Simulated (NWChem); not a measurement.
# CH3BrF2Ge (SMILES [CH3][Ge]([F])([F])[Br]) at 4 levels

We compute a comparison of 4 runs (HF/STO-3G, HF/3-21G, B3LYP/6-31G*) of CH3BrF2Ge. 

Program for the calculation: NWChem 7.3.0.

## 1. Starting point

CH3BrF2Ge: 8 atoms, total charge 0, spin state singlet. SMILES: `[CH3][Ge]([F])([F])[Br]`. Geometry: relaxed at PBE0-D4/def2-TZVP.

Bond lengths: C1–Ge2 1.918 Å, Ge2–F3 1.721 Å, Ge2–F4 1.721 Å, Ge2–Br5 2.274 Å, C1–H6 1.089 Å, C1–H7 1.089 Å, C1–H8 1.090 Å. Some angles: C1–Ge2–F3 111.0°, C1–Ge2–F4 111.0°, C1–Ge2–Br5 115.6°, F3–Ge2–F4 104.2°, F3–Ge2–Br5 107.2°, F4–Ge2–Br5 107.2°, Ge2–C1–H6 109.3°, Ge2–C1–H7 109.3°, Ge2–C1–H8 108.7°, H6–C1–H7 109.7°.

## 2. Energy and forces at HF/STO-3G (run 1)

Input file ch3brf2ge.nw:

```
START ch3brf2ge
memory 2200 mb
GEOMETRY noautosym nocenter noautoz
  C     -0.362400    -0.600500     0.844300
  Ge     0.342200     0.386700    -0.641800
  F      1.945800     0.922200    -0.320800
  F      0.503200    -0.619100    -2.028800
  Br    -0.862200     2.209900    -1.269800
  H     -1.362400    -0.956200     0.599200
  H     -0.406400     0.047500     1.718900
  H      0.294300    -1.447600     1.043000
END
BASIS "ao basis" spherical bse
  C library STO-3G
  Ge library STO-3G
  F library STO-3G
  Br library STO-3G
  H library STO-3G
END
SCF
  singlet
  rhf
  thresh 1e-08
  maxiter 80
  noprint "final vectors analysis"
END
TASK scf gradient
```

Command:

```console
$ nwchem ch3brf2ge.nw > ch3brf2ge.out
```

Standard output:

```text
[...]
  functions       =    54
[...]
  wavefunction    = RHF
[...]
         Total SCF energy =  -4831.755300351620
      One-electron energy =  -8195.326836571070
      Two-electron energy =   2651.069924552819
 Nuclear repulsion energy =    712.501611666630
        Time for solution =      3.9s
[...]
                         RHF ENERGY GRADIENTS
    atom               coordinates                        gradient
                 x          y          z           x          y          z
   1 C      -0.684837  -1.134780   1.595496   -0.004280  -0.012549   0.014836
   2 Ge      0.646664   0.730757  -1.212826   -0.024377   0.008421   0.012994
   3 F       3.677029   1.742705  -0.606224    0.024763   0.008292   0.004666
   4 F       0.950910  -1.169929  -3.833876    0.002669  -0.015316  -0.021494
   5 Br     -1.629322   4.176105  -2.399574   -0.001960   0.005730  -0.003517
   6 H      -2.574563  -1.806956   1.132324   -0.006442   0.000568  -0.007344
   7 H      -0.767985   0.089762   3.248250    0.001880   0.009331   0.002454
   8 H       0.556146  -2.735567   1.970984    0.007746  -0.004477  -0.002594
[...]
```

Run time: 6.6 s. Hardware: 1 thread of AMD EPYC 9R45 (Zen 5), shared host; peak memory 0.1 GiB.

## 3. Energy and forces at HF/3-21G (run 2)

Input file mol.xyz:

```xyz
8
CH3BrF2Ge
C     -0.362400    -0.600500     0.844300
Ge     0.342200     0.386700    -0.641800
F      1.945800     0.922200    -0.320800
F      0.503200    -0.619100    -2.028800
Br    -0.862200     2.209900    -1.269800
H     -1.362400    -0.956200     0.599200
H     -0.406400     0.047500     1.718900
H      0.294300    -1.447600     1.043000
```

Input file run.py:

```python
from ase.io import read
from ase.calculators.nwchem import NWChem

atoms = read('mol.xyz')

calc = NWChem(
    label='mol',
    theory='scf',
    memory='2200 mb',
    basis='3-21G',
    basispar='spherical bse',
    scf={'nopen': '0', 'rhf': None, 'thresh': '1e-08', 'maxiter': '80'},
)
atoms.calc = calc

forces = atoms.get_forces()
print(f"energy = {atoms.get_potential_energy():.6f} eV")
print("forces (eV/A):")
for s, f in zip(atoms.symbols, forces):
    print(f"{s:2s} {f[0]:10.5f} {f[1]:10.5f} {f[2]:10.5f}")
print("dipole (e A):", atoms.get_dipole_moment().round(4))
```

Command:

```console
$ export ASE_NWCHEM_COMMAND="nwchem PREFIX.nwi > PREFIX.nwo"
$ python run.py
```

Standard output:

```text
energy = -132322.709349 eV
forces (eV/A):
C    -0.00632    0.21422   -0.18481
Ge    1.98032   -1.14322   -0.64103
F    -1.27676   -0.49627   -0.33959
F    -0.03034    0.83597    1.13648
Br   -0.56677    0.75781   -0.20487
H     0.22811   -0.01296    0.24297
H    -0.05991   -0.31573   -0.09534
H    -0.26827    0.16013    0.08618
dipole (e A): [-0.3548 -0.3316  0.5989]
```

The calculator wrote mol.nwi:

```
title "mol"

permanent_dir mol

scratch_dir mol

start mol

geometry units angstrom nocenter noautosym noautoz
  C  -3.6240000000000000e-01 -6.0050000000000003e-01 8.4430000000000005e-01
  Ge 3.4220000000000000e-01 3.8669999999999999e-01 -6.4180000000000004e-01
  F  1.9458000000000000e+00 9.2220000000000002e-01 -3.2079999999999997e-01
  F  5.0319999999999998e-01 -6.1909999999999998e-01 -2.0287999999999999e+00
  Br -8.6219999999999997e-01 2.2099000000000002e+00 -1.2698000000000000e+00
  H  -1.3624000000000001e+00 -9.5620000000000005e-01 5.9919999999999995e-01
  H  -4.0639999999999998e-01 4.7500000000000001e-02 1.7189000000000001e+00
  H  2.9430000000000001e-01 -1.4476000000000000e+00 1.0429999999999999e+00
end

memory 2200 mb

basis spherical bse noprint
   * library 3-21G
end

scf
  nopen 0
  rhf
  thresh 1e-08
  maxiter 80
end

task scf gradient
```

mol.nwo:

```text
Northwest Computational Chemistry Package (NWChem) 7.3.0
             --------------------------------------------------------

           Job information
           ---------------

    nwchem branch   = 7.3.0
    use scalapack   = T
    input           = mol.nwi
    prefix          = mol.
    data base       = mol/mol.db
    status          = startup
    nproc           =        1

           Memory information
           ------------------

[... 5 lines left out ...]
    hardfail = no
[... 139 lines left out ...]
         Quadratically convergent ROHF
[... 15 lines left out ...]
       Final RHF  results
[... 4 lines left out ...]
      Two-electron energy =   2629.024890385943
[... 66 lines left out ...]
                       ROHF Final Molecular Orbital Analysis
[... 235 lines left out ...]
                 ----------------------------------------
                 |  Time  |  1-e(secs)   |  2-e(secs)   |
                 ----------------------------------------
                 |  CPU   |       0.00   |       1.90   |
                 ----------------------------------------
                 |  WALL  |       0.00   |       1.90   |
                 ----------------------------------------

 Task  times  cpu:        6.4s     wall:        6.4s
 Total times  cpu:        6.4s     wall:        6.4s
```

Run time: 7.2 s. Hardware: 1 thread of AMD EPYC 9R45 (Zen 5), shared host; peak memory 0.1 GiB.

Run 3 isn't shown in full; the table further down has it.

## 4. Energy and gradient at B3LYP/6-31G(d) (Cartesian functions) (run 4)

Input file ch3brf2ge.xyz:

```xyz
8
CH3BrF2Ge
C     -0.362400    -0.600500     0.844300
Ge     0.342200     0.386700    -0.641800
F      1.945800     0.922200    -0.320800
F      0.503200    -0.619100    -2.028800
Br    -0.862200     2.209900    -1.269800
H     -1.362400    -0.956200     0.599200
H     -0.406400     0.047500     1.718900
H      0.294300    -1.447600     1.043000
```

Input file run.py:

```python
from ase.io import read
from ase.calculators.nwchem import NWChem

system = read('ch3brf2ge.xyz')

calc = NWChem(
    label='ch3brf2ge',
    theory='dft',
    memory='2200 mb',
    basis='6-31G*',
    dft={'xc': 'b3lyp', 'mult': '1', 'grid': 'fine', 'convergence': 'energy 1e-08', 'iterations': '100', 'mulliken': None},
)
system.calc = calc

forces = system.get_forces()
print("Total energy (eV):", round(system.get_potential_energy(), 6))
print("forces (eV/A):")
for s, f in zip(system.symbols, forces):
    print(f"{s:2s} {f[0]:10.5f} {f[1]:10.5f} {f[2]:10.5f}")
print("dipole (e A):", system.get_dipole_moment().round(4))
```

Command:

```console
$ export ASE_NWCHEM_COMMAND="nwchem PREFIX.nwi > PREFIX.nwo"
$ python run.py
```

Standard output:

```text
Total energy (eV): -133073.897823
forces (eV/A):
C    -0.10989   -0.10038    0.18676
Ge    0.08598   -0.17638    0.08644
F     0.38104    0.11909    0.08377
F     0.03785   -0.24719   -0.32226
Br   -0.34011    0.46650   -0.13354
H    -0.09878   -0.03630   -0.01054
H    -0.01342    0.05250    0.08829
H     0.05734   -0.07780    0.02103
dipole (e A): [-0.3392 -0.2585  0.5198]
```

The calculator wrote ch3brf2ge.nwi:

```
title "ch3brf2ge"

permanent_dir ch3brf2ge

scratch_dir ch3brf2ge

start ch3brf2ge

geometry units angstrom nocenter noautosym noautoz
  C  -3.6240000000000000e-01 -6.0050000000000003e-01 8.4430000000000005e-01
  Ge 3.4220000000000000e-01 3.8669999999999999e-01 -6.4180000000000004e-01
  F  1.9458000000000000e+00 9.2220000000000002e-01 -3.2079999999999997e-01
  F  5.0319999999999998e-01 -6.1909999999999998e-01 -2.0287999999999999e+00
  Br -8.6219999999999997e-01 2.2099000000000002e+00 -1.2698000000000000e+00
  H  -1.3624000000000001e+00 -9.5620000000000005e-01 5.9919999999999995e-01
  H  -4.0639999999999998e-01 4.7500000000000001e-02 1.7189000000000001e+00
  H  2.9430000000000001e-01 -1.4476000000000000e+00 1.0429999999999999e+00
end

memory 2200 mb

basis noprint
   * library 6-31G*
end

dft
  xc b3lyp
  mult 1
  grid fine
  convergence energy 1e-08
  iterations 100
  mulliken
end

task dft gradient
```

ch3brf2ge.nwo:

```text
Northwest Computational Chemistry Package (NWChem) 7.3.0
             --------------------------------------------------------

           Job information
           ---------------

    nwchem branch   = 7.3.0
    use scalapack   = T
    input           = ch3brf2ge.nwi
    prefix          = ch3brf2ge.
    data base       = ch3brf2ge/ch3brf2ge.db
    status          = startup
    nproc           =        1

           Memory information
           ------------------

[... 5 lines left out ...]
    hardfail = no
[... 110 lines left out ...]
  convergence criterion.
[... 44 lines left out ...]
          Spatial weights used:  Erf1
[... 32 lines left out ...]
 1-e energy   =   -8227.904544
[... 44 lines left out ...]
           Coulomb energy =     2823.472211132348
[... 919 lines left out ...]
          Convergence on density requested:  1.00D-05
[... 30 lines left out ...]
          total energy or number of iterations.
[... 36 lines left out ...]
                 ----------------------------------------
                 |  Time  |  1-e(secs)   |  2-e(secs)   |
                 ----------------------------------------
                 |  CPU   |       0.01   |      13.85   |
                 ----------------------------------------
                 |  WALL  |       0.01   |      13.85   |
                 ----------------------------------------

 Task  times  cpu:       39.7s     wall:       39.7s
 Total times  cpu:       39.7s     wall:       39.7s
```

Wall time 41 s (1 thread of AMD EPYC 9R45 (Zen 5), shared host); peak memory 0.13 GiB.

## 5. The series

```tsv
run	level	iteration cap	module	energy (Eh)	dipole moment (D)	largest force (eV/Å)	wall time
1	HF/STO-3G	80	scf	-4831.755300	2.33	1.485	6.6 s
2	HF/3-21G	80	scf	-4862.769917	3.70	2.375	7.2 s
3	B3LYP/6-31G* (spherical functions)	100	dft	-4890.357167	3.25	0.592	33 s
4	B3LYP/6-31G* (Cartesian functions)	100	dft	-4890.375584	3.23	0.593	41 s
```

## 6. Outcome

| quantity | value |
| --- | --- |
| run 4: total energy | -4890.37558 Eh |
| run 4: dipole moment | 3.23 D |
| run 4: HOMO energy | -8.56 eV |
| run 4: LUMO energy | -0.95 eV |
| run 4: HOMO–LUMO gap | 7.61 eV |
| run 4: largest force on an atom | 0.593 eV/Å |

In words: The dipole moment (its size) runs from 2.33 D (HF/STO-3G) to 3.70 D (HF/3-21G). Over runs 2, 3, 4 the HOMO–LUMO gap runs from 7.61 eV (B3LYP/6-31G*) to 15.27 eV (HF/3-21G). The two ends differ in method and basis. In run 1 the basis is minimal, so the values are rough. All runs together took 87 s, the longest 41 s.
